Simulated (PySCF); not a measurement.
# CH5BClN (SMILES CNBCl) at SVWN5/def2-SVP

What is the energy change on altering one bond length of CH5BClN at SVWN5/def2-SVP? 

The calculation is run with PySCF 2.14.0.

3 further runs of the same task are left out: 3 set aside as unsound or not needed.

## (1) The molecule

CH5BClN has 9 atoms, charge 0, and is taken as a singlet. SMILES: `CNBCl`. The coordinates come from a PBE0-D4/def2-TZVP relaxation. This is one conformer, not always the lowest.

Bond lengths: C1–N2 1.445 Å, N2–B3 1.381 Å, B3–Cl4 1.771 Å, C1–H5 1.094 Å, C1–H6 1.094 Å, C1–H7 1.090 Å, N2–H8 1.009 Å, B3–H9 1.192 Å. Some angles: C1–N2–B3 126.0°, N2–B3–Cl4 119.6°, C1–N2–H8 115.0°, B3–N2–H8 119.0°, N2–C1–H5 111.4°, N2–C1–H6 111.4°, N2–C1–H7 109.2°, N2–B3–H9 121.5°, Cl4–B3–H9 118.9°, H5–C1–H6 108.3°.

## (2) A single-point energy at SVWN5/def2-SVP

The input, calc.py:

```python
from pyscf import gto, dft

system = gto.Mole()
system.atom = '''
C      0.963949     0.911037    -1.839459
N     -0.770819    -0.427078    -0.211082
B     -0.493407    -0.784614     2.358756
Cl    -2.825707    -2.484045     4.053085
H      1.713982    -0.322009    -3.319304
H      0.052723     2.530154    -2.745394
H      2.544894     1.606078    -0.718096
H     -2.306411    -1.144229    -1.084514
H      1.288037     0.026834     3.473695
'''
system.unit = 'bohr'
system.verbose = 3
system.max_memory = 1860
system.spin = 0
system.basis = 'def2-svp'
system.build()

mf = dft.RKS(system)
mf.xc = 'svwn'
mf.conv_tol = 1e-10
mf.grids.level = 5
mf.kernel()
if not mf.converged:
    mf = mf.newton().run(mf.mo_coeff, mf.mo_occ)

e_tot = mf.e_tot
print('E(%s) = %.9f' % ('SVWN5', e_tot))
```

On the command line:

```console
$ OMP_NUM_THREADS=1 python calc.py
```

Output:

```text
converged SCF energy = -578.159609812521
E(SVWN5) = -578.159609813
```

It took 12 s on 1 thread of Intel Xeon Platinum 8488C (Sapphire Rapids), shared host; peak memory 0.29 GiB.

## (3) The distorted shape, same level

The input, input.py:

```python
from pyscf import gto, dft

mol = gto.M(
    atom='''
C      0.488085     0.510473    -1.177338
N     -0.429915    -0.197627    -0.315638
B     -0.261100    -0.415200     1.248200
Cl    -1.495300    -1.314500     2.144800
H      0.884985    -0.142027    -1.960438
H      0.005885     1.367273    -1.656738
H      1.324685     0.878273    -0.583938
H     -1.242515    -0.577127    -0.777838
H      0.681600     0.014200     1.838200
''',
    basis='def2-svp',
    verbose=3,
    max_memory=1860,
)

ks = dft.RKS(mol)
ks.xc = 'svwn'
ks.conv_tol = 1e-10
ks.grids.level = 5
ks.kernel()
if not ks.converged:
    ks = ks.newton().run(ks.mo_coeff, ks.mo_occ)

e_final = ks.e_tot
print('E(%s) = %.9f' % ('SVWN5', e_final))
```

On the command line:

```console
$ OMP_NUM_THREADS=1 python input.py
```

Output:

```text
converged SCF energy = -578.135537860309
E(SVWN5) = -578.135537860
```

Run time: 8.4 s. Hardware: 1 thread of Intel Xeon Platinum 8488C (Sapphire Rapids), shared host; peak memory 0.28 GiB.

## (4) Outcome

Level: SVWN5/def2-SVP.

```
                                                         quantity          value
                                        first shape: total energy  -578.15961 Eh
                                       first shape: dipole moment         2.89 D
                                         first shape: HOMO energy       -6.40 eV
                                         first shape: LUMO energy       -0.55 eV
                                       first shape: HOMO–LUMO gap        5.85 eV
                                    distorted shape: total energy  -578.13554 Eh
                                   distorted shape: dipole moment         2.20 D
                                     distorted shape: HOMO energy       -5.88 eV
                                     distorted shape: LUMO energy       -1.32 eV
                                   distorted shape: HOMO–LUMO gap        4.56 eV
energy change with the N2–B3 bond stretched from 1.381 to 1.588 Å       0.655 eV
```

In words: With the N2–B3 bond stretched from 1.381 to 1.588 Å the energy rises by 0.66 eV (63.2 kJ/mol). The first shape isn't relaxed at this level, so the change isn't measured from a minimum. Mulliken charges (first shape) run from -0.17 on B3 to +0.15 on H8.
